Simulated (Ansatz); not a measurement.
# Ag (fcc type): the cost of one run

Computed with Ansatz 0.2.0 (DFT PBE, with the methods named in each step, unless a step's input says otherwise).

## Step 1: The structure to begin with

It takes space group Fm-3m (No. 225, cubic). The conventional cell has a = 4.147 Å, b = 4.147 Å, c = 4.147 Å, α = 90.00°, β = 90.00°, γ = 90.00°. Ag (site symmetry m-3m) is surrounded by 12 Ag at 2.93 Å.

Coordinates:

```
CELL_PARAMETERS angstrom
0.00000 2.07344 2.07344
2.07344 0.00000 2.07344
2.07344 2.07344 0.00000
ATOMIC_POSITIONS crystal
Ag 0.00000 0.00000 0.00000
```

## Step 2: Bulk cell relaxed, PAW

Contents of input.yaml:

```yaml
crystal:
  lattice:
    - [0.0, 2.0734371548, 2.0734371548]
    - [2.0734371548, 0.0, 2.0734371548]
    - [2.0734371548, 2.0734371548, 0.0]
  atoms:
    - { symbol: Ag, position: [0.0, 0.0, 0.0] }
kpoints:
  mp_grid: { grid: [18, 18, 18] }
scf:
  occupations: { method: fermi_dirac, width: 0.1 }
hamiltonian:
  xc: pbe
  pseudopotentials: { kind: paw }
output:
  forces: true
  stress: true
  write_density: true
  write_potential: true
  elf: true
  volumetric_format: npy
relax:
  f_tol: 0.005
  max_steps: 40
  cell: {}
```

Launch:

```sh
> ansatz run input.yaml --threads 2 --pin off --max-ram 4096MiB --backend cpu --events-out ev --progress --plain --runs-dir out
```

**Question.** How long does this run take on 2 threads of Intel Xeon 6975P-C (Granite Rapids), shared host, and how much memory does it need?

About 2.7 s, with a peak of 0.4 GiB.
